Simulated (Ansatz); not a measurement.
I need a supercell folding check of TcN2, space group Fm-3m. Use Ansatz 0.2.0, Python API. Level of theory (first run): r2SCAN, PAW, the default cutoff (500 eV here), 8×8×8 k-points, Fermi-Dirac smearing of 0.15 eV.

Input file `tcn2.xyz`:
```text
3
Lattice="0.0 2.444549 2.444549 2.444549 0.0 2.444549 2.444549 2.444549 0.0" Properties=species:S:1:pos:R:3 pbc="T T T"
Tc    0.00000000    0.00000000    0.00000000
N     3.66682350    3.66682350    3.66682350
N     1.22227450    1.22227450    1.22227450
```

`tcn2_fold.py`:
```python
"""A supercell of TcN2 must give the energy of the small cell."""

import ansatz as az


def main() -> None:
    xtal = az.Crystal.from_extxyz("tcn2.xyz")

    # the mesh shrinks as the cell grows, so that all cells sample the same points
    mesh = (8, 8, 8)
    rows = []
    for repeats in [(1, 1, 1), (1, 1, 2)]:
        job = (
            xtal.supercell(*repeats).calculation()
            .occupations("fermi_dirac", width=0.15)
            .functional("r2SCAN")
            .kpoints(*(k // n for k, n in zip(mesh, repeats)))
        )
        rep = job.run().report
        n = len(rep["lattice"]["sites"])
        rows.append((repeats, n, rep["free_energy_ev"] / n, rep["fermi_energy_ev"], rep["n_kpoints"], rep["n_symmetry_ops"]))
    print("       repeats           atoms       F/atom eV  Fermi level eV        k-points  symmetry operations")
    for row in rows:
        print(f"{str(row[0]):>14s}  {row[1]:14d}  {row[2]:14.5f}  {row[3]:14.4f}  {row[4]:14d}  {row[5]:19d}")


if __name__ == "__main__":
    main()
```

```console
$ python tcn2_fold.py
DeckWarning: basis.ecutwfc = 500 eV, auto-derived from the records' recommended cutoffs: set by Tc (normal level)
       repeats           atoms       F/atom eV  Fermi level eV        k-points  symmetry operations
     (1, 1, 1)               3     -2058.99094         15.0262              29                   48
     (1, 1, 2)               6     -2058.99094         15.0262              35                   24
```
(Warnings from the package without file and line.)

Notes:
- Total energies depend on the potentials; only differences at equal settings carry meaning.
- No spin polarisation was allowed.
- For a metal this k-point mesh is coarse: on a finer one energies can move by several to tens of meV an atom and pressures by half a GPa or more, differences at one mesh by less.
- A Fermi-Dirac width this large means warm electrons, whose thermal share enters the free energy.
- This cell is a computed structure, which may not be the phase found in nature.
- The count of operations in a supercell holds its pure translations too, and an uneven repeat can lower the point group.
- Finished in 8.2 s on 1 thread of Arm Neoverse V2 (shared host), peak memory 0.51 GiB.

(Lines on the test bed's own set-up are left out of the output.)
